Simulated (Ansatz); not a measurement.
# CHGeN (triplet): wave-function methods side by side at a displaced geometry (v2), cc-pVDZ

How much of the correlation energy of CHGeN (triplet) does each wave-function method recover here?

Method: cc-pVDZ, core rule «outside noble gas», up to 16 orbitals frozen; program: Ansatz 0.2.0, Gaussian basis.

The runs, in order: UHF; CCSD(T) on ROHF; CCSD(T) on UHF; BCCD(T) on ROHF; CISD; CCSDT(Q) on ROHF; CCSDT(Q) on UHF.

23 further runs of the same task are left out: 8 that didn't finish, 15 set aside as unsound or not needed.

## Step 1: The geometry

The geometry is a PBE0/def2-TZVP stationary point (not a proven minimum) with its atoms shifted at random (size 0.100 Å). No spin-orbit coupling is included. The filled d shell of Ge may be among the frozen orbitals whatever the setting's name suggests; the logs give the count.

4 atoms, charge 0, spin multiplicity 3.

Atoms are counted from 1 here; the program's logs count them from 0.

Bond lengths: C1–N2 1.250 Å, C1–Ge3 2.109 Å, N2–Ge3 2.249 Å, N2–H4 0.990 Å. Angles: N2–C1–Ge3 79.6°, C1–N2–Ge3 67.3°, C1–N2–H4 128.4°, Ge3–N2–H4 158.5°, C1–Ge3–N2 33.1°.

## Step 2: UHF

in.yaml reads:

```yaml
crystal:
  periodic: [false, false, false]
  atoms:
    - {symbol: C, position_ang: [0.087546, -0.767841, 1.374433]}
    - {symbol: N, position_ang: [-0.077328, 0.443597, 1.632516]}
    - {symbol: Ge, position_ang: [-0.000708, 0.028684, -0.576540]}
    - {symbol: H, position_ang: [0.082401, 0.918072, 2.486093]}
basis:
  gaussian: {orbitals: cc-pVDZ}
magnetization: {spin_polarized: true, initial_magnetization: 2}
hamiltonian: {xc: hf}
output: {orbitals: {seedname: orbitals}}
```

Started as:

```sh
$ ansatz run in.yaml --threads 1 --pin off --events-out ev --progress --plain --max-ram 2393MiB
```

Further steps of the session: CCSD(T) on ROHF; CCSD(T) on UHF; BCCD(T) on ROHF; CISD; CCSDT(Q) on ROHF; CCSDT(Q) on UHF.

Before running them: what should the planned runs give, taken together? Wanted: UCCSDT(Q) below the RHF energy; RMP2 from UCCSDT(Q); UMP2 from UCCSDT(Q); RCCSD from UCCSDT(Q); RCCSD(T) from UCCSDT(Q); UCCSD(T) from UCCSDT(Q); RCCSDT(Q) from UCCSDT(Q); T1 diagnostic.

The runs gave:

```
                         quantity              value
   UCCSDT(Q) below the RHF energy        -10.4582 eV
              RMP2 from UCCSDT(Q)        +1203.5 meV
              UMP2 from UCCSDT(Q)        +1284.6 meV
             RCCSD from UCCSDT(Q)         +519.4 meV
          RCCSD(T) from UCCSDT(Q)          +78.1 meV
          UCCSD(T) from UCCSDT(Q)          +76.5 meV
         RCCSDT(Q) from UCCSDT(Q)           +9.1 meV
levels within 1 kcal/mol (43 meV)  UCCSDT, RCCSDT(Q)
                    T1 diagnostic              0.033
```

In words: RCCSD(T) lands +78.1 meV from the yardstick (0.7 % of the correlation energy). These misses are within one basis, not against nature; the frozen cores of restricted and unrestricted runs differ, which can shift their rows.
